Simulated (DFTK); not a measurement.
# HPbNO4 in DFTK: the effect of pseudo set

The system is HPbNO4.

```xyz
14
Lattice="4.1204 -0.0008 -0.0112 0.0040 6.4272 0.0536 0.0279 3.2071 7.7499" Properties=species:S:1:pos:R:3 pbc="T T T"
H     3.7380    2.9684    3.7875
H     1.6795    6.6644    4.0009
Pb    1.6467    4.2515    5.4933
Pb    3.6983    5.3813    2.2951
N     2.6193    1.9491    1.6102
N     0.5769    7.6848    6.1852
O     3.7590    3.8553    4.2210
O     2.2235    3.1363    1.5259
O     2.2071    1.0645    0.8217
O     3.4590    1.6183    2.5274
O     1.6973    5.7776    3.5672
O     0.1804    6.4980    6.2725
O     0.1698    8.5703    6.9754
O     1.4117    8.0143    5.2631
```

The cell was built by a generator and needn't be a form met in nature.

Alike in all runs:

| Quantity | Value |
| --- | --- |
| Program | DFTK 0.8.2 |
| Task | single point |
| Functional | PBE |
| k mesh | 4 × 3 × 2 |
| Occupations | fermi-dirac, width 0.05 eV |
| Spin | no spin polarisation |

```tsv
pseudo set	cutoff	gap on the mesh (eV)	pressure (GPa)	largest force (eV/Å)
dojo.nc.sr.pbe.v0_4_1.standard.upf (PBE)	1143 eV	3.30	0.0	0.19
SG15 1.2 (PBE)	1225 eV	3.30	0.2	0.12
SPMS 1.0 (PBE)	1225 eV	?	?	?
in-house norm-conserving set (PBE, scalar relativistic)	1252 eV	3.31	-0.1	0.04
```

**Question.** What does the run with pseudo set SPMS 1.0 (PBE) give?

**Answer.** gap on the mesh 3.29 eV; pressure -0.2 GPa; largest force 0.17 eV/Å.

Caveats: spin-orbit coupling is left out, which as a rule narrows the gap of such compounds by several tenths of an eV; an odd mesh through Γ misses points on the zone boundary, where band edges often lie.
